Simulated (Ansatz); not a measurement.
## BaY in Ansatz: the effect of functional

The system is BaY.

```
Ba Y
1.0
     4.42037    0.00000    0.00000
     0.00000    4.42037    0.00000
     0.00000    0.00000    4.42037
Ba Y
1 1
Direct
  0.00000 0.00000 0.00000
  0.50000 0.50000 0.50000
```

The cell was built by a generator and needn't be a form met in nature.

Alike in all runs:

```yaml
Program: Ansatz 0.2.0
Task: band structure
Potentials_or_basis: Ansatz PAW
k_mesh: 6 × 6 × 6
Occupations: fermi-dirac, width 0.05 eV
Spin: no spin polarisation
```

```tsv
functional	cutoff	pressure (GPa)
LDA	420 eV (not typed: the program's choice for these potentials)	-2.4
PBE	420 eV (not typed: the program's choice for these potentials)	-0.1
PBEsol	420 eV (not typed: the program's choice for these potentials)	?
RPBE	420 eV (not typed: the program's choice for these potentials)	0.9
revPBE	420 eV (not typed: the program's choice for these potentials)	0.6
BLYP	420 eV (not typed: the program's choice for these potentials)	1.0
r2SCAN	500 eV (not typed: the program's choice for these potentials)	0.1
```

Task: What does the run with functional PBEsol give?

Result: Pressure -1.4 GPa.

Caveats: the PAW data sets come from PBE, with cores solved anew for the run's functional, which leaves a small shift of forces and pressure (some runs).
